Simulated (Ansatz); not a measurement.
# Reference phase of Ba, 1 atom

Wanted: energy, pressure and frontier levels of the defect-free cell (PBEsol, HSE06 and r²SCAN).

Program: Ansatz 0.2.0, PAW, plane waves. These are calculated values, not measurements.

## Step 1: The system as built

1 atoms (1 Ba); a = 4.228 Å, b = 4.228 Å, c = 4.228 Å, α = 109.47°, β = 109.47°, γ = 109.47°.

Plan of the steps: (2) PBEsol single point at a 9×9×9 mesh, on 7 threads of Arm Neoverse-V2; (3) HSE06 single point at a 9×9×9 mesh, on 7 threads of Arm Neoverse-V2; (4) r²SCAN single point at a 9×9×9 mesh, on 7 threads of Arm Neoverse-V2.

Coordinates:

```xyz
1
Lattice="-2.4411 2.4411 2.4411 2.4411 -2.4411 2.4411 2.4411 2.4411 -2.4411" Properties=species:S:1:pos:R:3 pbc="T T T"
Ba    0.0000    0.0000    0.0000
```

## Step 2: PBEsol on the given atoms

in.yaml

```yaml
crystal:
  lattice:
    - [-2.441134, 2.441134, 2.441134]
    - [2.441134, -2.441134, 2.441134]
    - [2.441134, 2.441134, -2.441134]
  atoms:
    - { symbol: Ba, position: [0.000000, 0.000000, 0.000000] }
kpoints:
  mp_grid: { grid: [9, 9, 9] }
hamiltonian:
  xc: pbesol
scf:
  occupations: { method: fermi_dirac, width: 0.1 }
output:
  forces: true
  eigenvalues: true
  stress: true
  populations: true
```

## Step 3: HSE06 single point

in.yaml: that of step 2 with these lines changed.

```diff
@@ -10,3 +10,3 @@
 hamiltonian:
-  xc: pbesol
+  xc: hse06
 scf:
@@ -16,3 +16,2 @@
   eigenvalues: true
-  stress: true
   populations: true
```

## Step 4: r²SCAN single point

in.yaml: that of step 3 with these lines changed.

```diff
@@ -10,3 +10,3 @@
 hamiltonian:
-  xc: hse06
+  xc: r2scan
 scf:
```

Before running it: what results should come out? Wanted: for each run, energy; pressure.

As calculated:

| level | time | energy (eV/atom) | pressure (GPa) |
| --- | --- | --- | --- |
| PBEsol | 1.1 s (7 CPU threads) | -5862.6082 | 0.00 |
| HSE06 | 32 s (7 CPU threads) | -5954.2854 | - |
| r²SCAN | 1.3 s (7 CPU threads) | -5964.4368 | - |

No level run gives a gap: levels at the Fermi energy are partly filled.
